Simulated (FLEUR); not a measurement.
## HPbNO4 in FLEUR: the effect of functional

The system is HPbNO4.

```
H Pb N O
1.0
     3.85404    0.14384    0.09012
    -0.25320    5.52698    0.16471
    -0.48197   -1.92720    5.72025
H Pb N O
1 1 1 4
Direct
  0.10913 0.65718 0.54463
  0.61029 0.52127 0.15100
  0.91580 0.96263 0.95867
  0.01384 0.13639 0.88084
  0.72398 0.01057 0.12858
  0.00389 0.73732 0.87043
  0.11927 0.59324 0.37651
```

The cell was built by a generator and needn't be a form met in nature.

Alike in all runs:

```yaml
Program: FLEUR MaX-R8.1 (later development tree)
Task: single point
Potentials_or_basis: all-electron
Basis: FLAPW
Kmax: 5.83 1/bohr
k_mesh: 4 × 3 × 3
Occupations: fermi-dirac, width 0.05 eV
Spin: no spin polarisation
```

**Question.** One run gave: gap on the mesh 3.33 eV. Which functional did it use?
A. LDA
B. RPBE
C. PBEsol

**Answer.** B.

```tsv
functional	gap on the mesh (eV)
LDA	3.20
PBEsol	3.26
RPBE	3.33
```

Caveats: the plane-wave cutoff is short for the small spheres of the light atoms, so energies, forces and moduli aren't converged; the cutoff is high for the widest sphere, where the basis turns nearly dependent and energies can drift low; spin-orbit coupling is left out, which as a rule narrows the gap of such compounds by several tenths of an eV; an odd mesh through Γ misses points on the zone boundary, where band edges often lie.

Not every run made on this cell is shown here.
